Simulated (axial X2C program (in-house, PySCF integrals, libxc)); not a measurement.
# All-electron X2C curves of MoSe⁻

Aim: find the lowest determinant of MoSe⁻, scan the bond at several levels and fit the constants, once spin-free and once with spin–orbit coupling.

Method: all-electron X2C, Mo dyall-acv3z, Se dyall-acv3z; program: an in-house X2C program for linear molecules on PySCF integrals.

All values are calculated.

## Step 1: The job

task.json reads:

```json
{"zs": [42, 34], "q": -1, "bas": ["dyall-acv3z", "dyall-acv3z"], "levels": ["PBE0", "HF", "TPSS"], "cc": true, "r0": 2.28, "thr": -1.0, "nmax": 90, "npts": 10, "nst": 2, "ntry": 6}
```

Keys: zs atomic numbers; q charge; bas basis sets; levels methods (HF also brings MP2); cc coupled cluster on or off; r0 starting distance in Å; thr threshold in hartree for freezing inner shells (an s shell follows its p shell); nmax most natural virtual spinors; npts points asked for on the curve; nst determinants followed; ntry starts of the search.

Run with:

```console
> python so2c.py task.json out
```

Spin-free means the one-electron spin-free X2C Hamiltonian; two-component (2c) means X2C with spin–orbit coupling and atomic mean-field two-electron Coulomb and Gaunt terms. Basis: Mo dyall-acv3z contracted to [12s13p10d5f3g], Se dyall-acv3z contracted to [9s10p7d5f1g]; Gaussian nuclei, density fitting. Masses: Mo 97.905 u, Se 79.917 u.

Notation: σ, π±, δ± give the projection m of an orbital's angular momentum (0, ±1, ±2), α and β its spin, Λ and M_S the sums; ω is the projection of a spinor's total angular momentum and Ω the sum. Logs are in hartree.

The results follow Hamiltonian by Hamiltonian and level by level.

## Step 2: State search with PBE0

PBE0 moves the distance from 2.280 Å to 2.355 Å and compares determinants there.

Spin-free determinants:

| ΔE (eV) | state | open shells |
| --- | --- | --- |
| 0.00 | M_S = 5/2, Λ = 0 | beyond closed shells: σα, π+α, π-α, δ+α, δ-α |
| 0.65 | M_S = 5/2, Λ = 1 | beyond closed shells: 2 × σα, π+α, δ+α, δ-α |
| 0.77 | M_S = 3/2, Λ = 1 | beyond closed shells: π+α, δ+α, δ-α |
| 1.40 | M_S = 3/2, Λ = 0 | beyond closed shells: σβ, π+α, π-α, δ+α, δ-α |
| 1.59 | M_S = 3/2, Λ = 0 | beyond closed shells: σα, π+β, π-α, δ+α, δ-α |
| 1.59 | M_S = 3/2, Λ = 2 | beyond closed shells: σα, π+α, π+β, δ+α, δ-α |
| 1.82 | M_S = 5/2, Λ = 2 | beyond closed shells: σα, 2 × π+α, δ+α, δ-α |

Two-component determinants:

```json
{"ΔE (eV)": "0.00", "state": "Ω = 5/2", "open shells": "excess of +ω over −ω: ω = 5/2"}
{"ΔE (eV)": "0.58", "state": "Ω = 3/2", "open shells": "excess of +ω over −ω: ω = 1/2, ω = -3/2, ω = 5/2"}
{"ΔE (eV)": "0.69", "state": "Ω = 1/2", "open shells": "excess of +ω over −ω: ω = -1/2, ω = -3/2, ω = 5/2"}
{"ΔE (eV)": "0.72", "state": "Ω = 7/2", "open shells": "excess of +ω over −ω: 2 × ω = 1/2, ω = 5/2"}
{"ΔE (eV)": "1.40", "state": "Ω = 3/2", "open shells": "excess of +ω over −ω: 2 × ω = -1/2, ω = 5/2"}
{"ΔE (eV)": "1.57", "state": "Ω = 1/2", "open shells": "excess of +ω over −ω: 2 × ω = 3/2, ω = -5/2"}
{"ΔE (eV)": "1.64", "state": "Ω = 1/2", "open shells": "excess of +ω over −ω: ω = 1/2"}
```

## Step 3: PBE0, spin-free

State followed: M_S = 5/2, Λ = 0 (beyond closed shells: σα, π+α, π-α, δ+α, δ-α). The scan is laid around 2.355 Å, a first estimate of the minimum, and this SCF restarts from the orbitals of the search.

Output at 2.355 Å:

```text
spin-free X2C-1e  PBE0
basis functions 281  fitting functions 1385  grid points 5803
iter        total energy     max residual
   1      -6477.880698721     6.32e-06
   2      -6477.880698720     1.22e-05
converged
one-electron -9622.04789416  Coulomb 3036.39628558  exact exchange -52.40994808  xc functional -160.69602410  nuclear repulsion 320.87688204
```

Along the bond, energies from the lowest point:

```tsv
R (Å)	E (eV)	μ (D)	HOMO (eV)	LUMO (eV)	iterations
2.049	1.0163	-0.97	0.22	1.74	16
2.143	0.4150	-1.62	0.10	1.74	16
2.214	0.1623	-2.12	0.01	1.73	16
2.284	0.0342	-2.61	-0.08	1.72	15
2.355	0.0000	-3.09	-0.15	1.70	2
2.437	0.0468	-3.62	-0.22	1.67	16
2.520	0.1584	-4.12	-0.26	1.63	16
2.626	0.3611	-4.68	-0.30	1.55	15
2.755	0.6514	-5.20	-0.33	1.44	17
2.944	1.0769	-5.63	-0.36	1.33	17
```

Dipoles are positive if Se is the positive end and refer to the centre of mass.

Outer orbitals at the reference distance:

```tsv
symmetry	occupied	ε (eV)	atomic character
σβ	yes	-35.11	97% Mo p
π-β	yes	-34.51	99% Mo p
π+β	yes	-34.51	99% Mo p
σβ	yes	-12.46	72% Se s, 10% Mo d, 9% Mo p
σα	yes	-12.33	71% Se s, 11% Mo d, 9% Mo p
σα	yes	-2.73	55% Se p, 34% Mo d, 4% Mo s
π-α	yes	-2.47	66% Mo d, 30% Se p
π+α	yes	-2.47	66% Mo d, 30% Se p
σβ	yes	-2.37	74% Se p, 15% Mo d, 6% Mo s
δ-α	yes	-1.56	99% Mo d
δ+α	yes	-1.56	99% Mo d
π-β	yes	-1.38	71% Se p, 18% Mo d, 5% Mo p
π+β	yes	-1.38	71% Se p, 18% Mo d, 5% Mo p
σα	yes	-1.16	52% Mo s, 26% Mo d, 12% Se p
π+α	yes	-0.15	45% Se p, 29% Mo d, 20% Mo p
π-α	yes	-0.15	45% Se p, 29% Mo d, 20% Mo p
σα	no	1.70	66% Mo p, 25% Mo s, 5% Mo d
π-α	no	1.85	98% Mo p
π+α	no	1.85	98% Mo p
σβ	no	1.92	89% Mo p, 10% Mo s
```

PBE0 fields in the half plane through the axis: z from -2.4 to 4.5 Å across, distance from the axis 0.15 to 2.25 Å upwards; Mo lies at z = 0 and Se at z = 2.355 Å; the ELF is damped to zero where the density is low.

log10 density (e/bohr³). Ten even steps from '0' (-3.81 ) to '9' (1.66 ):
```
001111222211111221111000
011122222222222222221100
011222333322233333322110
112233333333333443332211
112233444444444444433221
112234556554445555443321
112234667665455676544321
112245679765556897554321
```

ELF. Ten even steps from ' ' (0.01 ) to '@' (0.82 ):
```
  ::==**######**++--::::..::--======--::..      
..--++########**++--::::::--++********==--..    
..--++########++==--::::--++**##%%%%##**++--..  
..--==********++--::::::==**%%@@@@@@@@%%**==::  
  ..::--==++++++++==::::++%%@@@@@@@@@@@@##++--..
    ....::==**%%%%%%++::++%%##==--**@@@@%%**--..
        ..==%%%%--%%%%--**%%::--++::++@@@@##==..
          ++@@--**--%%==****::@@::%%::%%@@##==::
```

Re = 2.351 Å, ωe = 295.6 cm⁻¹, ωexe = 0.832 cm⁻¹, Be = 0.06933 cm⁻¹, De = 2.72 eV, μ = -3.06 D.

## Step 4: HF, spin-free

Output at 2.355 Å:

```text
spin-free X2C-1e  HF
basis functions 281  fitting functions 1385  grid points 5803
iter        total energy     max residual
   1      -6474.414518860     3.27e-01
   2      -6474.452227397     6.88e-03
   3      -6474.455529908     5.36e-03
   4      -6474.457048733     1.57e-03
   5      -6474.457633226     8.62e-04
   6      -6474.457872144     5.47e-04
   7      -6474.457966275     3.31e-04
   8      -6474.457997813     1.87e-04
   9      -6474.458006541     5.69e-05
  10      -6474.458007501     3.37e-05
  11      -6474.458007609     2.61e-05
  12      -6474.458007684     1.97e-05
  13      -6474.458007736     1.31e-05
  14      -6474.458007769     5.45e-06
  15      -6474.458007776     2.09e-06
  16      -6474.458007776     1.27e-06
converged
one-electron -9621.11260643  Coulomb 3035.56962414  exact exchange -209.79190752  xc functional 0.00000000  nuclear repulsion 320.87688204
```

No constants are quoted: the solution changes its character somewhere along the scan, so the fit is set aside.

## Step 5: TPSS, spin-free

Output at 2.355 Å:

```text
spin-free X2C-1e  TPSS
basis functions 281  fitting functions 1385  grid points 5803
iter        total energy     max residual
   1      -6478.267575359     3.10e-02
   2      -6478.269800666     8.95e-03
   3      -6478.261513042     1.48e-02
   4      -6478.267708120     9.66e-03
   5      -6478.271577182     2.33e-03
   6      -6478.271817652     5.48e-04
   7      -6478.271835316     2.49e-04
   8      -6478.271837914     4.80e-05
   9      -6478.271838034     2.42e-05
  10      -6478.271838085     4.72e-06
  11      -6478.271838086     2.12e-06
converged
one-electron -9620.75313682  Coulomb 3035.02657608  exact exchange 0.00000000  xc functional -213.42215938  nuclear repulsion 320.87688204
```

Re = 2.351 Å, ωe = 295.3 cm⁻¹, ωexe = 0.767 cm⁻¹, Be = 0.06931 cm⁻¹, De = 3.09 eV, μ = -2.20 D.

## Step 6: MP2 and beyond, spin-free

Correlated methods: 13 electrons correlated (frozen shells, counted by type: Mo 4 s, 3 p, 1 d; Se 3 s, 2 p, 1 d), 357 virtual spinors in MP2, 90 natural virtuals in coupled cluster.

Output of the correlated part at 2.355 Å:

```text
correlated 13  virtual 357  natural virtual 90  E(MP2) -0.284273968  MP2 remainder -0.017358371
iter   CCSD correlation   residual
   1     -0.272555029   1.37e-01
   2     -0.279499214   6.36e-02
   3     -0.282696085   3.06e-02
   4     -0.283208183   1.42e-02
   5     -0.283511084   6.42e-03
   6     -0.283559864   2.42e-03
   7     -0.283571545   8.52e-04
   8     -0.283573463   3.29e-04
   9     -0.283568692   1.52e-04
  10     -0.283569537   7.17e-05
  11     -0.283568423   3.70e-05
  12     -0.283568810   1.95e-05
  13     -0.283568656   9.52e-06
  14     -0.283568648   4.19e-06
(T) -0.015827269  T1 0.0419  D1 0.0725  max T2 0.043
```

T1 in the output is the amplitude norm over the root of the electron number; divide by √2 for the Lee–Taylor value.

MP2: No constants are quoted: the reference changes its character somewhere along the scan, so the fit is set aside.

CCSD: No constants are quoted: the reference changes its character somewhere along the scan, so the fit is set aside.

CCSD(T): No constants are quoted: the reference changes its character somewhere along the scan, so the fit is set aside.

## Step 7: A higher determinant, spin-free

State: M_S = 5/2, Λ = 1 (beyond closed shells: 2 × σα, π+α, δ+α, δ-α).

Output at the reference distance:

```text
spin-free X2C-1e  PBE0
basis functions 281  fitting functions 1385  grid points 5803
iter        total energy     max residual
   1      -6477.856809529     8.48e-06
   2      -6477.856809523     1.58e-05
   3      -6477.856809535     8.30e-06
   4      -6477.856809536     1.07e-06
converged
one-electron -9619.67097019  Coulomb 3033.99447569  exact exchange -52.39964034  xc functional -160.65755673  nuclear repulsion 320.87688204
```

```tsv
R (Å)	E above the lowest PBE0 point (eV)
2.049	1.711
2.143	1.106
2.214	0.845
2.284	0.704
2.355	0.650
2.437	0.666
2.520	0.737
2.626	0.875
2.755	1.071
```

Re = 2.377 Å, ωe = 263.4 cm⁻¹, ωexe = 1.27 cm⁻¹, Be = 0.06781 cm⁻¹, μ = 1.87 D. Te = 0.65 eV.

## Step 8: The spin-free curves together

Energy (eV) of the followed determinant, spin-free, from each level's lowest point:

```tsv
R (Å)	PBE0	HF (jumps)	MP2 (its reference jumps)	CCSD (its reference jumps)	CCSD(T) (its reference jumps)	TPSS
2.049	1.016	1.559	1.033	n/a	n/a	1.016
2.143	0.415	0.775	0.424	0.501	0.485	0.415
2.214	0.162	0.404	0.166	0.214	0.203	0.163
2.284	0.034	0.172	0.034	0.057	0.052	0.035
2.355	0.000	0.047	0.000	0.000	0.000	0.000
2.437	0.047	0.000	0.058	0.027	0.035	0.046
2.520	0.158	0.022	0.218	0.128	0.149	0.158
2.626	0.361	0.084	0.577	0.339	0.382	0.364
2.755	0.651	0.155	0.985	n/a	n/a	0.664
2.944	1.077	0.249	1.384	n/a	n/a	1.119
```

## Step 9: PBE0, 2c

State followed: Ω = 5/2 (excess of +ω over −ω: ω = 5/2). The scan is laid around 2.355 Å, a first estimate of the minimum, and this SCF restarts from the orbitals of the search.

The SCF at the reference distance of 2.355 Å:

```text
two-component X2C + atomic mean field  PBE0
basis functions 281  fitting functions 1385  grid points 5803
iter        total energy     max residual
   1      -6475.455436997     5.30e-06
   2      -6475.455437003     9.19e-06
   3      -6475.455437007     2.83e-06
   4      -6475.455437008     2.01e-06
converged
one-electron -9615.64268565  Coulomb 3035.11528211  exact exchange -52.38637917  xc functional -160.62447059  nuclear repulsion 320.87688204  atomic mean-field constant -2.79406576
```

Along the bond, energies from the lowest point:

```tsv
R (Å)	E (eV)	μ (D)	HOMO (eV)	LUMO (eV)	iterations
2.049	1.0159	-0.97	0.29	1.74	18
2.143	0.4153	-1.62	0.17	1.74	17
2.214	0.1627	-2.11	0.09	1.73	16
2.284	0.0346	-2.60	0.01	1.72	15
2.355	0.0000	-3.08	-0.06	1.70	4
2.437	0.0460	-3.61	-0.13	1.67	16
2.520	0.1565	-4.09	-0.17	1.63	16
2.626	0.3571	-4.64	-0.21	1.55	15
2.755	0.6437	-5.13	-0.24	1.45	16
2.944	1.0610	-5.49	-0.28	1.34	18
```

Dipoles are positive if Se is the positive end and refer to the centre of mass.

Outer spinors at the reference distance:

```tsv
ω	occupied	ε (eV)	atomic character	λ mixture
1/2	yes	-34.87	99% Mo p	88% π, 12% σ
-1/2	yes	-34.75	97% Mo p	93% σ, 7% π
-3/2	yes	-33.64	99% Mo p	100% π
-1/2	yes	-12.47	72% Se s, 10% Mo d, 9% Mo p	100% σ
1/2	yes	-12.34	71% Se s, 11% Mo d, 9% Mo p	100% σ
1/2	yes	-2.75	56% Se p, 34% Mo d, 4% Mo s	99% σ, 1% π
-1/2	yes	-2.56	59% Mo d, 36% Se p	92% π, 8% σ
3/2	yes	-2.41	67% Mo d, 29% Se p	100% π
-1/2	yes	-2.37	68% Se p, 21% Mo d, 6% Mo s	92% σ, 8% π
-3/2	yes	-1.65	98% Mo d	99% δ, 1% π
1/2	yes	-1.48	70% Se p, 19% Mo d, 5% Mo p	98% π, 2% σ
5/2	yes	-1.48	99% Mo d	100% δ
-3/2	yes	-1.27	70% Se p, 19% Mo d, 5% Mo p	99% π, 1% δ
1/2	yes	-1.15	52% Mo s, 25% Mo d, 13% Se p	98% σ, 2% π
-1/2	yes	-0.23	45% Se p, 30% Mo d, 20% Mo p	100% π
3/2	yes	-0.06	46% Se p, 27% Mo d, 21% Mo p	100% π
1/2	no	1.70	66% Mo p, 26% Mo s, 5% Mo d	100% σ
-1/2	no	1.84	98% Mo p	100% π
3/2	no	1.85	98% Mo p	100% π
-1/2	no	1.92	88% Mo p, 11% Mo s	100% σ
```

PBE0 fields in the half plane through the axis: z from -2.4 to 4.5 Å across, distance from the axis 0.15 to 2.25 Å upwards; Mo lies at z = 0 and Se at z = 2.355 Å; the ELF is damped to zero where the density is low.

log10 density (e/bohr³). Ten even steps from ' ' (-3.81 ) to '@' (1.66 ):
```
    ........::::::::..........::::........      
  ......::::::::::::::::::::::::::::::::....    
  ....::::::--------::::::------------::::....  
....::::----------------------====------::::....
....::::----==========================----::::..
....::::--==++++**++++======++++++++====----::..
....::::--==****##****++==++++**##**++====--::..
....::::==++**##@@##**++++++**%%@@##++++==--::..
```

ELF. Ten even steps from ' ' (0.01 ) to '@' (0.82 ):
```
  ::==**######**++--::::..::--======--::..      
..--++########**++--::::::--++********==--..    
..--++**######++==--::::--++**##%%%%##**++--..  
..::==++******++--::::::==**%%@@@@@@@@%%**==::  
  ..::--==++++++====::::++%%@@@@@@@@@@@@##++--..
    ....::==**%%%%%%++::++%%##==--**@@@@%%**--..
        ..==%%%%--%%%%--**%%::--++::==@@@@##==..
          ++@@--**--%%==****::@@::%%::%%@@##==::
```

Re = 2.351 Å, ωe = 294.7 cm⁻¹, ωexe = 0.844 cm⁻¹, Be = 0.06931 cm⁻¹, De = 2.68 eV, μ = -3.05 D.

## Step 10: HF, 2c

The SCF at the reference distance of 2.355 Å:

```text
two-component X2C + atomic mean field  HF
basis functions 281  fitting functions 1385  grid points 5803
iter        total energy     max residual
   1      -6471.990103920     3.26e-01
   2      -6472.027797177     6.90e-03
   3      -6472.031101968     5.43e-03
   4      -6472.032615852     1.63e-03
   5      -6472.033203591     8.73e-04
   6      -6472.033445286     5.52e-04
   7      -6472.033540969     3.32e-04
   8      -6472.033572903     1.87e-04
   9      -6472.033581784     5.86e-05
  10      -6472.033582831     4.04e-05
  11      -6472.033582971     3.15e-05
  12      -6472.033583077     2.36e-05
  13      -6472.033583154     1.49e-05
  14      -6472.033583198     5.81e-06
  15      -6472.033583206     2.50e-06
  16      -6472.033583208     1.51e-06
converged
one-electron -9614.71315245  Coulomb 3034.29468656  exact exchange -209.69793359  xc functional 0.00000000  nuclear repulsion 320.87688204  atomic mean-field constant -2.79406576
```

No constants are quoted: the solution changes its character somewhere along the scan, so the fit is set aside.

## Step 11: TPSS, 2c

The SCF at the reference distance of 2.355 Å:

```text
two-component X2C + atomic mean field  TPSS
basis functions 281  fitting functions 1385  grid points 5803
iter        total energy     max residual
   1      -6475.841184100     3.13e-02
   2      -6475.843442324     8.94e-03
   3      -6475.835323511     1.46e-02
   4      -6475.841395107     9.52e-03
   5      -6475.845193037     2.37e-03
   6      -6475.845437665     5.48e-04
   7      -6475.845455386     2.47e-04
   8      -6475.845457937     4.87e-05
   9      -6475.845458058     2.42e-05
  10      -6475.845458109     4.77e-06
  11      -6475.845458111     2.12e-06
converged
one-electron -9614.34325601  Coulomb 3033.74080446  exact exchange 0.00000000  xc functional -213.32582284  nuclear repulsion 320.87688204  atomic mean-field constant -2.79406576
```

Re = 2.351 Å, ωe = 294.5 cm⁻¹, ωexe = 0.774 cm⁻¹, Be = 0.0693 cm⁻¹, De = 3.07 eV, μ = -2.19 D.

## Step 12: Correlated methods, 2c

Correlated methods: 13 electrons correlated (frozen shells, counted by type: Mo 4 s, 3 p, 1 d; Se 3 s, 2 p, 1 d), 357 virtual spinors in MP2, 90 natural virtuals in coupled cluster.

Output of the correlated part at 2.355 Å:

```text
correlated 13  virtual 357  natural virtual 90  E(MP2) -0.284156456  MP2 remainder -0.017356028
iter   CCSD correlation   residual
   1     -0.272505696   1.37e-01
   2     -0.279440402   6.34e-02
   3     -0.282632921   3.06e-02
   4     -0.283149363   1.42e-02
   5     -0.283454634   6.43e-03
   6     -0.283504179   2.41e-03
   7     -0.283515679   8.53e-04
   8     -0.283517910   3.30e-04
   9     -0.283513127   1.52e-04
  10     -0.283514021   6.92e-05
  11     -0.283512925   3.55e-05
  12     -0.283513288   1.89e-05
  13     -0.283513135   9.47e-06
  14     -0.283513123   4.26e-06
(T) -0.015801617  T1 0.0419  D1 0.0737  max T2 0.043
```

MP2: No constants are quoted: the reference changes its character somewhere along the scan, so the fit is set aside.

CCSD: No constants are quoted: the reference changes its character somewhere along the scan, so the fit is set aside.

CCSD(T): No constants are quoted: the reference changes its character somewhere along the scan, so the fit is set aside.

## Step 13: A higher determinant, 2c

State: Ω = 3/2 (excess of +ω over −ω: ω = 1/2, ω = -3/2, ω = 5/2).

Output at the reference distance:

```text
two-component X2C + atomic mean field  PBE0
basis functions 281  fitting functions 1385  grid points 5803
iter        total energy     max residual
   1      -6475.434072154     4.78e-06
   2      -6475.434072158     6.73e-06
   3      -6475.434072160     4.52e-06
converged
one-electron -9613.33160664  Coulomb 3032.77958317  exact exchange -52.37688316  xc functional -160.58798181  nuclear repulsion 320.87688204  atomic mean-field constant -2.79406576
```

```tsv
R (Å)	E above the lowest PBE0 point (eV)
2.049	n/a
2.143	1.044
2.214	0.782
2.284	0.638
2.355	0.581
2.437	0.593
2.520	0.661
2.626	0.793
2.755	0.984
```

Re = 2.381 Å, ωe = 260.0 cm⁻¹, ωexe = 1.27 cm⁻¹, Be = 0.06759 cm⁻¹, μ = 1.96 D. Te = 0.58 eV.

## Step 14: The 2c curves together

Energy (eV) of the followed determinant, 2c, from each level's lowest point:

```tsv
R (Å)	PBE0	HF (jumps)	MP2 (its reference jumps)	CCSD (its reference jumps)	CCSD(T) (its reference jumps)	TPSS
2.049	1.016	1.561	1.033	n/a	n/a	1.015
2.143	0.415	0.778	0.424	0.500	0.483	0.415
2.214	0.163	0.406	0.166	0.213	0.201	0.163
2.284	0.035	0.174	0.034	0.057	0.050	0.035
2.355	0.000	0.048	0.000	0.000	0.000	0.000
2.437	0.046	0.000	0.059	0.026	0.035	0.046
2.520	0.157	0.018	0.226	0.129	0.151	0.157
2.626	0.357	0.069	0.618	0.350	0.398	0.361
2.755	0.644	0.101	1.117	n/a	n/a	0.658
2.944	1.061	0.123	1.426	n/a	n/a	1.108
```

Time for the job: 8.6 min (1 thread of Arm Neoverse V1, shared host); peak memory 0.99 GiB.

## Step 15: Constants

Lowest determinant that the search found at its distance, spin-free: M_S = 5/2, Λ = 0 (beyond closed shells: σα, π+α, π-α, δ+α, δ-α).

Lowest determinant that the search found at its distance, 2c: Ω = 5/2 (excess of +ω over −ω: ω = 5/2).

```tsv
Hamiltonian	level	Re (Å)	ωe (cm⁻¹)	De (eV)	μ (D)
spin-free	PBE0	2.351	295.6	2.72	-3.06
spin-free	TPSS	2.351	295.3	3.09	-2.20
2c	PBE0	2.351	294.7	2.68	-3.05
2c	TPSS	2.351	294.5	3.07	-2.19
```

Dipoles are positive if Se is the positive end and refer to the centre of mass. No constants: spin-free HF (the solution changes its character somewhere along the scan, so the fit is set aside); spin-free MP2 (the reference changes its character somewhere along the scan, so the fit is set aside); spin-free CCSD (the reference changes its character somewhere along the scan, so the fit is set aside); spin-free CCSD(T) (the reference changes its character somewhere along the scan, so the fit is set aside); 2c HF (the solution changes its character somewhere along the scan, so the fit is set aside); 2c MP2 (the reference changes its character somewhere along the scan, so the fit is set aside); 2c CCSD (the reference changes its character somewhere along the scan, so the fit is set aside); 2c CCSD(T) (the reference changes its character somewhere along the scan, so the fit is set aside).

Time per point (s) on 1 thread of Arm Neoverse V1, shared host (2c runs); the times are rough: PBE0 2.5, TPSS 1.9.

At PBE0, going from spin-free to two-component changes Re by 0 mÅ, ωe by -0.3 %, which is small (part of it comes from the scalar share of the two-electron terms). It costs about 1.6 times the time. De moves by -0.04 eV; both De rest on single-determinant atoms, which can miss part of an open shell's spin–orbit lowering.

De refers to Mo + Se-, each in the lowest determinant found, which need not be this curve's own limit. The state is a single determinant with fixed occupations, the lowest that a limited PBE0 search found. De is counted from the lowest determinant-based energies of the atoms at the same level, without counterpoise correction. Density functionals use the spin component along the axis (collinear). The meta-GGAs lack a current-density term, which matters for open shells with orbital currents, atoms included. With several unpaired electrons one determinant need not be a pure state. The spin-free determinant is spin-contaminated at some levels.
